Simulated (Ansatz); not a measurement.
# BGe2 (quartet): from Hartree-Fock to the top rungs at a displaced geometry (v1), cc-pVDZ

One table from this session's results is given with a row withheld; the runs are named, their logs left out.

Method: cc-pVDZ, core rule «outside noble gas», up to 29 orbitals frozen; program: Ansatz 0.2.0, Gaussian basis.

To be run: UHF; CCSD(T) on ROHF; BCCD(T) on ROHF; CISD as a restricted active space (open shells left free, so some higher excitations enter); CCSDT(Q) on ROHF; CCSDT(Q) on UHF.

25 further runs of the same task are left out: 1 for a known fault of the program, 14 that didn't finish, 10 set aside as unsound or not needed. Runs told in other sessions of the task aren't counted.

## The system

The geometry is a PBE0/def2-TZVP stationary point (not a proven minimum) with its atoms shifted at random (size 0.040 Å). No spin-orbit coupling is included. The filled d shell of Ge may be among the frozen orbitals whatever the setting's name suggests.

3 atoms, charge 0, spin multiplicity 4.

Atoms are counted from 1 here; the program's logs count them from 0.

Bond lengths: Ge1–B2 2.037 Å, B2–Ge3 2.069 Å. Angles: Ge1–B2–Ge3 177.5°.

Set-up of the first run:

File in.yaml:

```yaml
crystal:
  periodic: [false, false, false]
  atoms:
    - {symbol: Ge, position_ang: [-0.015433, -0.009008, 2.047040]}
    - {symbol: B, position_ang: [-0.016266, -0.025151, 0.010487]}
    - {symbol: Ge, position_ang: [0.031698, 0.034159, -2.057527]}
basis:
  gaussian: {orbitals: cc-pVDZ}
magnetization: {spin_polarized: true, initial_magnetization: 3}
hamiltonian: {xc: hf}
output: {orbitals: {seedname: orbitals}}
```

The run is started by

```bash
ansatz run in.yaml --threads 1 --pin off --events-out ev --progress --plain --max-ram 2393MiB
```

Steps of the session up to this table: UHF; CCSD(T) on ROHF; BCCD(T) on ROHF; CISD as a restricted active space (open shells left free, so some higher excitations enter); CCSDT(Q) on ROHF; CCSDT(Q) on UHF.

One of the session's tables, all rows but one given; the rest of the session is left out.

| method | from RCCSDT(Q) (kcal/mol) |
| --- | --- |
| ROHF | ? |
| RMP2 | +33.19 |
| CISD | +20.81 |
| RCCSD | +7.70 |
| RCCSD(T) | +1.79 |
| BCCD(T) | +1.75 |
| RCCSDT | +0.48 |
| RCCSDT(Q) | 0 |

Estimate the missing values for ROHF.

As computed: from RCCSDT(Q) (kcal/mol): +143.28. In the column «from RCCSDT(Q) (kcal/mol)» it is the highest.

Not comparable, so not listed: CCSDT(Q) on UHF (they don't share determinant, frozen orbitals or solution with the rows shown, or repeat one).
